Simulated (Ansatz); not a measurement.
# BaH: the cost of one run

Method: the levels named in each step, in Ansatz 0.2.0.

## 1. The structure to begin with

Bond lengths: Ba1–H2 2.109 Å.

Coordinates:

```xyz
2

Ba    0.0000    0.0000    0.0000
H     0.0000    0.0000    2.1094
```

## 2. A rough first relaxation, PBE-D4/def2-SVP

This run stands in another session on the same molecule. It ended at:

```xyz
2

Ba    0.0000    0.0000   -0.0659
H     0.0000    0.0000    2.1753
```

## 3. Relaxation, PBE0-D4/def2-TZVPP

This run stands in another session on the same molecule. It ended at:

```xyz
2

Ba    0.0000    0.0000   -0.0543
H     0.0000    0.0000    2.1637
```

## 4. Bond length 1.9519 Å, PBE0-D4/def2-QZVPP

input.yaml reads:

```yaml
crystal:
  periodic: [false, false, false]
  atoms:
    - { symbol: Ba, position_ang: [0.0, 0.0, 0.0] }
    - { symbol: H, position_ang: [0.0, 0.0, 1.9519] }
magnetization:
  spin_polarized: true
  initial_magnetization: 1
basis:
  gaussian: { orbitals: def2-QZVPP.json }
hamiltonian:
  xc: pbe0
  dispersion: d4
```

Started as:

```sh
$ ansatz run input.yaml --threads 2 --pin off --max-ram 5120MiB --backend cpu --events-out ev --progress --plain --runs-dir out
```

Q: Estimate wall time and peak memory on 2 threads of Intel Xeon at 2.50GHz (Skylake/Cascade Lake), shared host.

About 3.4 s, with a peak of 0.15 GiB.
